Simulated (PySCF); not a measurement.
# [Lu(PH3)]3+: other functionals and bases at one geometry

An exercise on one series of results from a longer session: the logs are not shown, and one member is left open.

Computed with PySCF 2.14.0. Level: several levels, as the steps say, no spin–orbit coupling.

1 further run of the same task is left out (for a known fault of the program).

## Starting geometry

5 atoms, charge 3, spin multiplicity 1.

Bond lengths: Lu1–P2 2.842 Å, P2–H3 1.429 Å, P2–H4 1.429 Å, P2–H5 1.429 Å. Angles: Lu1–P2–H3 110.5°, Lu1–P2–H4 110.5°, Lu1–P2–H5 110.5°, H3–P2–H4 108.4°, H3–P2–H5 108.4°, H4–P2–H5 108.4°.

Coordinates:

```xyz
5

Lu    0.0000    0.0000   -0.3385
P     0.0000    0.0000    2.5031
H     1.3378    0.0000    3.0043
H    -0.6689    1.1585    3.0043
H    -0.6689   -1.1585    3.0043
```

Formal oxidation states: Lu +3. Each metal's 14 4f electrons lie in its core potential, so multiplicities, spins and levels count the valence alone. An earlier session relaxed this geometry at PBE0, Lu lcecp-1-SVP with ECP60, P def2-SVP, H def2-SVP (singlet, point group C3v).

At PBE0 on the finer grid: E = -381.523232 Eh, HOMO -24.80 eV, LUMO -19.88 eV, Mulliken charge on Lu1 +2.24 e, largest force component 0.012 eV/Å. 

Levels to run: BLYP; revPBE; PBE0, TZVP. Hardware: 2 threads of Arm Neoverse V1, shared host.

Set-up of the first run:

run.py (the lines that set the calculation) reads:

```python
mol = gto.M(atom='''
Lu     0.00000     0.00000    -0.33849
P      0.00000     0.00000     2.50312
H      1.33778    -0.00001     3.00428
H     -0.66888     1.15855     3.00428
H     -0.66889    -1.15855     3.00428''',
    basis={'Lu': 'lcecp-1-SVP', 'P': 'def2-SVP', 'H': 'def2-SVP'},
    ecp={'Lu': 'lcecp-1-SVP'},
    charge=3, spin=0)
mf = dft.RKS(mol, xc='BLYP')
mf.grids.atom_grid = (75, 302)  # f atoms: unpruned, at least (60, 302)
mf = mf.density_fit()  # fitting sets: Lu AutoAux, P def2-universal-JKFIT, H def2-universal-JKFIT
mf.conv_tol = 1e-08; mf.max_cycle = 55
mf.kernel(dm0)  # dm0: the density of the relaxed state
```

Run with:

```
$ OMP_NUM_THREADS=2 python run.py
```

Steps of the session up to this table: BLYP; revPBE; PBE0, TZVP.

One table of the session follows, with a row left open; its other results are not shown here.

| level | HOMO (eV) | gap (eV) | charge on Lu1 (e) | dipole (D) | largest force component (eV/Å) |
| --- | --- | --- | --- | --- | --- |
| PBE0 (relaxed here) | -24.80 | 4.92 | 2.24 | 3.96 | 0.01 |
| BLYP | -23.72 | 2.73 | 2.15 | 4.64 | 0.29 |
| revPBE | ? | ? | ? | ? | ? |
| PBE0, TZVP | -24.69 | 4.88 | 2.29 | 4.11 | 0.18 |

Q: Estimate the row for revPBE from the others.

As computed: HOMO (eV): -23.81; gap (eV): 3.00; charge on Lu1 (e): 2.19; dipole (D): 4.46; largest force component (eV/Å): 0.24. In the column «HOMO (eV)» it lies between PBE0, TZVP (-24.69) and BLYP (-23.72).

The dipole of a charged species depends on the origin, so these sizes hold for this origin alone.

In one basis the HOMO–LUMO gap runs from 2.73 eV (BLYP) to 4.92 eV (PBE0). The largest leftover force, 0.29 eV/Å with BLYP, stands at a geometry relaxed at another level. With 4f in the core, its levels are missing from HOMO and gap, and its count is fixed, so no charge can pass from the ligands into it. Total energies of different levels can't be compared.
